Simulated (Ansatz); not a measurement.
**BN (zincblende type): independent-particle optics**

How does BN (zincblende type) absorb light if electrons and holes don't interact? The runs, in order: HSE06 for the gap; optics with PBE on 10×10×10; optics with r2SCAN on 10×10×10; optics with PBE and scissors to the HSE06 gap on 10×10×10.

Program: Ansatz 0.2.0. Level of theory: plane waves, PAW; no local fields, no excitons. These are calculated values, not measurements.

## (1) The system as given

The structure is cubic, space group F-43m (No. 216). The conventional cell has a = 3.610 Å, b = 3.610 Å, c = 3.610 Å, α = 90.00°, β = 90.00°, γ = 90.00°. B (site symmetry -43m) is surrounded by 4 N at 1.56 Å. N (site symmetry -43m) is surrounded by 4 B at 1.56 Å.

As a file:

```cif
data_structure
_symmetry_space_group_name_H-M 'F-43m'
_symmetry_Int_Tables_number 216
_cell_length_a 3.6097
_cell_length_b 3.6097
_cell_length_c 3.6097
_cell_angle_alpha 90.000
_cell_angle_beta 90.000
_cell_angle_gamma 90.000
_cell_volume 47.03
loop_
_atom_site_label
_atom_site_type_symbol
_atom_site_symmetry_multiplicity
_atom_site_Wyckoff_symbol
_atom_site_fract_x
_atom_site_fract_y
_atom_site_fract_z
_atom_site_occupancy
B1 B 4 a 0.00000 0.00000 0.00000 1
N1 N 4 d 0.25000 0.25000 0.75000 1
```

The cell was relaxed beforehand with r2SCAN; those runs aren't shown.

## (2) A hybrid for the gap

The input, input.yaml:

```yaml
crystal:
  lattice:
    - [0.0, 1.8048254497, 1.8048254497]
    - [1.8048254497, 0.0, 1.8048254497]
    - [1.8048254497, 1.8048254497, 0.0]
  atoms:
    - { symbol: B, position: [0.0, 0.0, 0.0] }
    - { symbol: "N", position: [0.25, 0.25, 0.25] }
kpoints:
  mp_grid: { grid: [6, 6, 6] }
  band_path:
    path:
      - [0.0, 0.0, 0.0]
      - [-0.5, -0.5, 0.0]
      - [-0.375, -0.375, 0.25]
      - [-0.375, 0.0, 0.375]
      - [0.0, 0.0, 0.5]
      - [-0.5, -0.25, 0.25]
      - [0.0, 0.5, 0.5]
    npoints: 1
hamiltonian:
  xc: hse06
scf:
  occupations: { method: fixed }
  n_extra_bands: 4
output:
  forces: true
  stress: true
  eigenvalues: true
  write_density: true
  write_potential: true
  elf: true
  volumetric_format: npy
```

The run is started by

```console
> ansatz run input.yaml --threads 4 --pin off --max-ram 3686MiB --backend cpu --events-out ev --progress --plain --runs-dir out
```

The runs that follow: Optics, PBE; Optics, r2SCAN; Optics, PBE with a scissors shift.

Q: Predict the results of all the runs planned. Wanted: ε∞, PBE; ε∞, r2SCAN; tallest peak of ε₂, PBE; tallest peak of ε₂, r2SCAN; HSE06 direct gap.

**Answer**, as computed:

```
                                  quantity             value
                                   ε∞, PBE              4.70
                                ε∞, r2SCAN              4.42
                ε∞, PBE + 1.74 eV scissors              4.26
                   tallest peak of ε₂, PBE  18.1 at 12.05 eV
                tallest peak of ε₂, r2SCAN  17.4 at 12.85 eV
tallest peak of ε₂, PBE + 1.74 eV scissors  18.1 at 13.80 eV
                          HSE06 direct gap          10.59 eV
```

**Reading.** PBE + 1.74 eV scissors has the widest direct gap (10.59 eV) and PBE the narrowest (8.85 eV); ε∞ is 4.26 and 4.70: a wider gap screens less. Local fields and excitons are left out: both change ε∞, and without excitons the onset lacks its lines.
